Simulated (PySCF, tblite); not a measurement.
# C7H8NO radical: geometry, infrared bands and EPR parameters

Aim: predict the infrared bands and EPR parameters of C7H8NO radical (`CC(=O)c1cc[c]n1C`).

The runs use tblite 0.8.0 and PySCF 2.14.0, with density-fitted response routines of our own; the level of theory stands in each step. All values are computed, except where a source is named. Atoms are numbered from 0 throughout.

### Step 1. The molecule as given

17 atoms, charge 0, multiplicity 2; geometry from: force field or distance geometry start.

Bonds of the start (Å): C0–C1 1.53, C1–O2 1.23, C1–C3 1.46, C3–C4 1.39, C4–C5 1.42, C5–C6 1.37, C6–N7 1.37, N7–C8 1.45, N7–C3 1.37, C0–H9 1.08, C0–H10 1.09, C0–H11 1.09, C4–H12 1.08, C5–H13 1.08, C8–H14 1.11, C8–H15 1.10, C8–H16 1.09.

### Step 2. Relaxing the molecule with GFN2-xTB

The job: settings as JSON, then the geometry in Å.

```
{"job": {"kind": "relax", "xc": "GFN2-xTB", "basis": "xTB"}, "charge": 0, "multiplicity": 2}
C      2.189900    -1.271800     0.041600
C      0.688600    -1.139500    -0.193200
O      0.056000    -2.126800    -0.551500
C      0.091600     0.169300     0.048700
C      0.697300     1.340000     0.482100
C     -0.296800     2.347400     0.565800
C     -1.482200     1.773700     0.204700
N     -1.243000     0.462600    -0.093700
C     -2.285500    -0.455800    -0.518700
H      2.717200    -0.594900    -0.622400
H      2.420400    -1.048300     1.083500
H      2.494500    -2.297000    -0.171700
H      1.746100     1.473900     0.702500
H     -0.150200     3.378500     0.862300
H     -3.249500     0.087100    -0.543800
H     -2.352400    -1.271700     0.211900
H     -2.049100    -0.814500    -1.518100
```

Launch:

```sh
OMP_NUM_THREADS=1 python probes_run.py task.json out
```

The driver reads the jobs from task.json and runs them one after another.

**Question.** This job is followed by: GFN2-xTB harmonic vibrations, gas phase; UKS B3LYP, pcH-1 on C H N O, non-relativistic, mean-field spin-orbit, GIAO. Predict these results of the whole session: strongest single infrared mode (GFN2-xTB); zero-point energy (GFN2-xTB); g(iso) (B3LYP); ⟨S²⟩; largest a(iso) (averaged by class); potential on the surface of density 0.002 e/bohr³, 1st and 99th percentile.

The runs gave:

```
                                                                  quantity                  value
                                 strongest single infrared mode (GFN2-xTB)  1698 cm⁻¹, 478 km/mol
                                              zero-point energy (GFN2-xTB)          82.7 kcal/mol
                                                            g(iso) (B3LYP)                2.00198
                                                                      ⟨S²⟩     0.758 (exact 0.75)
                                        largest a(iso) (averaged by class)   13C on C6, 532.6 MHz
potential on the surface of density 0.002 e/bohr³, 1st and 99th percentile     -1.73 V and 1.07 V
```

In words: Over 27 steps the energy fell by 0.143 eV; of the close pairs, C6–N7 changed most, 1.366 to 1.328 Å. All 45 modes are real, so the xTB geometry is a minimum. The strongest single mode, at 1698 cm⁻¹, moves mainly C1 and O2. Unscaled tight-binding wavenumbers are off by several per cent, some by more. Its intensities can rank the bands wrongly. Most of the unpaired spin sits on C6 (1.00 e). The isotropic g lies 0.3 ppt below the free-electron value. These values are for one conformer; the search (at its own cheap level) found 2 more, at 0.01, 4.49 kcal/mol (those within 0.05 may be mirror or relabelled copies), and measured spectra average over such forms.
